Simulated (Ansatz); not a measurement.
# CH5FSSi2: a ladder of functionals and wavefunction methods

One table from this session's results is given with a row withheld; the runs are named, their logs left out.

Method: functionals in def2-TZVPP, the program's frozen cores in correlated methods; program: Ansatz 0.2.0, Gaussian basis.

The runs, in order: PBE-D4, r2SCAN-D4, PBE0-D4, B3LYP-D4, ωB97X-V, ωB97M-V, B2PLYP; CCSD(T)/def2-TZVPP; MP2/def2-QZVPP; extrapolation to the limit.

## The geometry

An earlier PBE0-D4 in a triple-zeta def2 set relaxation fixed the geometry.

SMILES `C[Si]1(F)[SiH2]S1`, 10 atoms, charge 0, spin multiplicity 1.

Atoms are counted from 1 here; the program's logs count them from 0.

Bond lengths: C1–Si2 1.849 Å, C1–H6 1.091 Å, C1–H7 1.093 Å, C1–H8 1.092 Å, Si2–F3 1.600 Å, Si2–Si4 2.239 Å, Si2–S5 2.125 Å, Si4–S5 2.177 Å, Si4–H9 1.484 Å, Si4–H10 1.482 Å. Angles: Si2–C1–H6 110.1°, Si2–C1–H7 109.9°, Si2–C1–H8 110.6°, H6–C1–H7 108.7°, H6–C1–H8 109.1°, H7–C1–H8 108.4°, C1–Si2–F3 107.7°, C1–Si2–Si4 128.5°, C1–Si2–S5 117.8°, F3–Si2–Si4 119.5°, F3–Si2–S5 114.8°, Si4–Si2–S5 59.8°, Si2–Si4–S5 57.5°, Si2–Si4–H9 124.1°, Si2–Si4–H10 122.6°, S5–Si4–H9 114.2°, S5–Si4–H10 114.2°, H9–Si4–H10 111.0° and more.

The first run:

in.yaml reads:

```yaml
crystal:
  periodic: [false, false, false]
  atoms:
    - {symbol: C, position_ang: [0.300934, -1.096426, 1.345776]}
    - {symbol: Si, position_ang: [0.610974, 0.019190, -0.095744]}
    - {symbol: F, position_ang: [2.104313, -0.246454, -0.603663]}
    - {symbol: Si, position_ang: [-0.877442, 0.946515, -1.487764]}
    - {symbol: S, position_ang: [0.089494, 2.068789, 0.107176]}
    - {symbol: H, position_ang: [-0.720454, -0.968094, 1.706690]}
    - {symbol: H, position_ang: [0.992395, -0.855823, 2.157269]}
    - {symbol: H, position_ang: [0.451127, -2.140293, 1.062140]}
    - {symbol: H, position_ang: [-2.348041, 0.820146, -1.336189]}
    - {symbol: H, position_ang: [-0.520198, 1.401248, -2.852693]}
basis:
  gaussian: {orbitals: def2-TZVPP}
hamiltonian: {xc: pbe, dispersion: d4}
output: {forces: true, orbitals: {seedname: orbitals}}
```

Started as:

```bash
$ ansatz run in.yaml --threads 4 --pin off --events-out ev --progress --plain --max-ram 10444MiB
```

Steps of the session up to this table: PBE-D4 (GGA); r2SCAN-D4 (meta-GGA); PBE0-D4 (hybrid); B3LYP-D4 (hybrid); ωB97X-V (range-separated); ωB97M-V (range-separated); B2PLYP (double hybrid); CCSD(T) in def2-TZVPP; MP2 in def2-QZVPP.

One table of the session follows, with a row left open; its other results are not shown here.

| method | atomisation energy (kcal/mol) |
| --- | --- |
| PBE-D4 | 866.5 |
| r2SCAN-D4 | 862.6 |
| PBE0-D4 | 855.8 |
| B3LYP-D4 | 851.1 |
| ωB97X-V | ? |
| ωB97M-V | 859.8 |
| B2PLYP | 842.9 |
| HF/def2-TZVPP | 633.8 |
| MP2/def2-TZVPP | 846.7 |
| CCSD/def2-TZVPP | 818.7 |
| CCSD(T)/def2-TZVPP | 832.0 |
| MP2/CBS | 872.9 |
| CCSD(T)/CBS | 858.3 |

Q: Estimate the row for ωB97X-V from the others.

The run gave: atomisation energy (kcal/mol): 863.1. In the column «atomisation energy (kcal/mol)» it lies between r2SCAN-D4 (862.6) and PBE-D4 (866.5).
